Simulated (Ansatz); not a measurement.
**C₄H₁₀N₂Si: small, medium and large basis sets**

Aim: see how fast density functionals converge with the basis set for C₄H₁₀N₂Si.

Method: one geometry, several basis sets; program: Ansatz 0.2.0, Gaussian basis.

The runs, in order: PBE0-D4/def2-SVP; ωB97M-V/def2-SVP; PBE0-D4/def2-QZVPP; ωB97M-V/def2-QZVPP; the functionals' def2-TZVPP values are taken from earlier runs.

1 further run of the same task is left out (it didn't finish). Runs told in other sessions of the task aren't counted.

## (1) The relaxed structure

All runs share one geometry, relaxed beforehand with PBE0-D4 in a triple-zeta def2 set.

SMILES `C=C[Si](N)(N)C=C`, 17 atoms, charge 0, spin multiplicity 1.

Atoms are counted from 1 here; the program's logs count them from 0.

Bond lengths: C1–C2 1.331 Å, C1–H8 1.087 Å, C1–H9 1.087 Å, C2–Si3 1.866 Å, C2–H10 1.090 Å, Si3–N4 1.719 Å, Si3–N5 1.719 Å, Si3–C6 1.866 Å, N4–H11 1.008 Å, N4–H12 1.007 Å, N5–H13 1.007 Å, N5–H14 1.008 Å, C6–C7 1.331 Å, C6–H15 1.091 Å, C7–H16 1.087 Å, C7–H17 1.087 Å. Angles: C2–C1–H8 121.3°, C2–C1–H9 122.4°, H8–C1–H9 116.3°, C1–C2–Si3 124.1°, C1–C2–H10 117.4°, Si3–C2–H10 118.5°, C2–Si3–N4 106.2°, C2–Si3–N5 116.4°, C2–Si3–C6 108.2°, N4–Si3–N5 105.0°, N4–Si3–C6 116.5°, N5–Si3–C6 104.9°, Si3–N4–H11 118.1°, Si3–N4–H12 120.1°, H11–N4–H12 111.0°, Si3–N5–H13 119.3°, Si3–N5–H14 119.7°, H13–N5–H14 111.1° and more.

## (2) PBE0-D4 in def2-SVP

File in.yaml:

```yaml
crystal:
  periodic: [false, false, false]
  atoms:
    - {symbol: C, position_ang: [1.124542, -1.639266, 1.537715]}
    - {symbol: C, position_ang: [0.988324, -0.434902, 0.987930]}
    - {symbol: Si, position_ang: [-0.023771, -0.093039, -0.542512]}
    - {symbol: N, position_ang: [-1.009249, -1.480554, -0.785232]}
    - {symbol: N, position_ang: [0.850225, 0.095565, -2.010784]}
    - {symbol: C, position_ang: [-0.915116, 1.528650, -0.301114]}
    - {symbol: C, position_ang: [-1.018281, 2.161652, 0.865101]}
    - {symbol: H, position_ang: [0.619771, -2.508659, 1.125191]}
    - {symbol: H, position_ang: [1.748078, -1.814422, 2.410879]}
    - {symbol: H, position_ang: [1.537188, 0.389652, 1.443515]}
    - {symbol: H, position_ang: [-1.484372, -1.575829, -1.668708]}
    - {symbol: H, position_ang: [-1.573078, -1.837807, -0.030920]}
    - {symbol: H, position_ang: [1.205265, 1.004418, -2.259406]}
    - {symbol: H, position_ang: [1.474666, -0.633494, -2.317543]}
    - {symbol: H, position_ang: [-1.416780, 1.974532, -1.161177]}
    - {symbol: H, position_ang: [-0.552905, 1.773995, 1.767636]}
    - {symbol: H, position_ang: [-1.573607, 3.089108, 0.979630]}
basis:
  gaussian: {orbitals: def2-SVP}
hamiltonian: {xc: pbe0, dispersion: d4}
output: {orbitals: {seedname: orbitals}}
```

Run with:

```console
$ ansatz run in.yaml --threads 4 --pin off --events-out ev --progress --plain --max-ram 11315MiB
```

Further steps of the session: ωB97M-V in def2-SVP; PBE0-D4 in def2-QZVPP; ωB97M-V in def2-QZVPP.

Q: Predict the results of all the runs planned. Wanted: PBE0-D4: double and triple zeta above quadruple; ωB97M-V: double and triple zeta above quadruple.

**Answer**, as computed:

| quantity | value |
| --- | --- |
| PBE0-D4: double and triple zeta above quadruple | 12.03, 0.71 eV |
| ωB97M-V: double and triple zeta above quadruple | 12.39, 0.66 eV |

In words: PBE0-D4 gains 11.33 eV from double to triple zeta, then 0.71 eV more. These are total energies; as a rule much of such shifts cancels in differences, which this series doesn't test. The LUMO of ωB97M-V is positive and keeps falling with the basis (2.06 to 1.55 eV): an unbound level that the basis holds in place.
